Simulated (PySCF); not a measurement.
# Re5 (Re5-): the cost of one run

The runs use PySCF 2.14.0; B3LYP, Re def2-SVP with ECP60; scalar-relativistic core potentials, no spin–orbit coupling.

6 further runs of the same task are left out: 2 for a known fault of the program, 4 that didn't finish. Runs told in other sessions of the task aren't counted.

## (1) Starting geometry

5 atoms, charge -1, spin multiplicity 1.

Bond lengths: Re1–Re2 2.400 Å, Re1–Re4 2.400 Å, Re1–Re5 2.400 Å, Re2–Re3 2.400 Å, Re2–Re5 2.400 Å, Re3–Re4 2.400 Å, Re3–Re5 2.400 Å, Re4–Re5 2.400 Å. Angles: Re2–Re1–Re4 90.0°, Re2–Re1–Re5 60.0°, Re4–Re1–Re5 60.0°, Re1–Re2–Re3 90.0°, Re1–Re2–Re5 60.0°, Re3–Re2–Re5 60.0°, Re2–Re3–Re4 90.0°, Re2–Re3–Re5 60.0°, Re4–Re3–Re5 60.0°, Re1–Re4–Re3 90.0°, Re1–Re4–Re5 60.0°, Re3–Re4–Re5 60.0°, Re1–Re5–Re2 60.0°, Re1–Re5–Re3 90.0°, Re1–Re5–Re4 60.0°, Re2–Re5–Re3 60.0°, Re2–Re5–Re4 90.0°, Re3–Re5–Re4 60.0°.

Geometry (Å):

```xyz
5
Re5
Re    1.6968    0.0000    0.0000
Re    0.0000    1.6968    0.0000
Re   -1.6968    0.0000    0.0000
Re    0.0000   -1.6968    0.0000
Re    0.0000    0.0000    1.6968
```

## (2) SCF at the start, singlet

File run.py (the lines that set the calculation):

```python
mol = gto.M(atom='''
Re     1.69680     0.00000     0.00000
Re     0.00000     1.69680     0.00000
Re    -1.69680     0.00000     0.00000
Re     0.00000    -1.69680     0.00000
Re     0.00000     0.00000     1.69680''',
    basis={'Re': 'def2-SVP'},
    ecp={'Re': 'def2-SVP'},
    charge=-1, spin=0)
mf = dft.RKS(mol, xc='B3LYP')
mf.grids.atom_grid = (50, 194)
mf = mf.density_fit()  # fitting sets: Re def2-universal-JKFIT
mf.conv_tol = 1e-08; mf.max_cycle = 55
mf.kernel(dm0)  # dm0: free metal ions and neutral atoms
```

Command:

```sh
> OMP_NUM_THREADS=4 python run.py
```

**Question.** How long does this run take on 4 threads of Arm Neoverse V2, shared host, and how much memory does it need?

About 31 s, with a peak of 0.97 GiB.
